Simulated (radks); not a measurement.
# Sm inside a hard spherical wall

Aim: energy, levels and pressure of Sm as a wall, at which all orbitals vanish, closes in. The configuration stays [Xe] 4f6 6s2.

Program: radks (a radial shooting solver on a logarithmic mesh, Libxc functionals) version 1. Level of theory: scalar-relativistic Kohn-Sham, LDA (Slater exchange, Perdew-Wang correlation), spin-unpolarised, spherical densities, point nucleus. These are calculated values, not measurements, unless marked.

**1. What is computed**

* element: samarium (Z = 62)
* charge: 0
* electrons: 62
* configuration: [Xe] 4f6 6s2

Outer shells as boxes (Hund's rule):

Sm
```
[Xe] core
4f [↑ ][↑ ][↑ ][↑ ][↑ ][↑ ][  ]
6s [↑↓]
```

**2. The free atom**

The run's settings:

```text
Z 62
configuration [Xe] 4f6 6s2 5d0 6p0 7s0
relativity scalar-relativistic
functional lda,pw
spin unpolarised
nucleus point
c 137.035999084
```

**3. Wall at 20 bohr**

Changes since step 2:

```diff
@@ -6,2 +6,3 @@
 nucleus point
+wall 20 bohr
 c 137.035999084
```

**4. Wall at 10 bohr**

Changes since step 3:

```diff
@@ -6,3 +6,3 @@
 nucleus point
-wall 20 bohr
+wall 10 bohr
 c 137.035999084
```

**5. Wall at 8 bohr**

Changes since step 4:

```diff
@@ -6,3 +6,3 @@
 nucleus point
-wall 10 bohr
+wall 8 bohr
 c 137.035999084
```

**6. Wall at 6 bohr**

Changes since step 5:

```diff
@@ -6,3 +6,3 @@
 nucleus point
-wall 8 bohr
+wall 6 bohr
 c 137.035999084
```

**7. Wall at 5 bohr**

Changes since step 6:

```diff
@@ -6,3 +6,3 @@
 nucleus point
-wall 6 bohr
+wall 5 bohr
 c 137.035999084
```

**8. Wall at 3 bohr**

Changes since step 7:

```diff
@@ -6,3 +6,3 @@
 nucleus point
-wall 5 bohr
+wall 3 bohr
 c 137.035999084
```

**9. Wall at 2 bohr**

Changes since step 8:

```diff
@@ -6,3 +6,3 @@
 nucleus point
-wall 3 bohr
+wall 2 bohr
 c 137.035999084
```

**10. Wall at 1.5 bohr**

Changes since step 9:

```diff
@@ -6,3 +6,3 @@
 nucleus point
-wall 2 bohr
+wall 1.5 bohr
 c 137.035999084
```

**Question.** What will these runs give? Wanted: for each run, R; E − E(free); ε(4f); ε(5d, empty); ε(6p, empty); ε(7s, empty); pressure.

The runs gave:

```csv
R (bohr),E − E(free) (eV),ε(4f) (eV),"ε(5d, empty) (eV)","ε(6p, empty) (eV)","ε(7s, empty) (eV)",pressure (GPa)
free,0.000,-2.668,-1.833,-1.255,-0.084,0
20,0.000,-2.668,-1.833,-1.255,0.041,< 0.0001
10,0.083,-2.486,-1.663,-0.868,2.663,0.0684
8,0.543,-1.947,-1.152,0.118,6.483,0.672
6,3.443,-0.248,0.589,3.825,18.009,7.75
5,9.130,1.740,2.817,9.211,32.648,32.1
3,108.25,19.176,24.129,64.611,154.94,1610
2,660.33,67.586,98.868,244.57,495.99,30036
1.5,2149.2,146.03,254.96,583.62,1091.6,218666
```

At the tightest wall, 1.5 bohr, the energy stands 2149.2 eV above the free atom and the pressure, −dE/dV, is 218666 GPa. Of the levels in the table that exist at both ends, 7s (empty) rises most from the free atom (1091.7 eV). From R = 5 bohr inwards the highest occupied level lies above zero, pushed up by confinement. Shells are not refilled when levels cross, and a hard wall is a model, not a crystal.
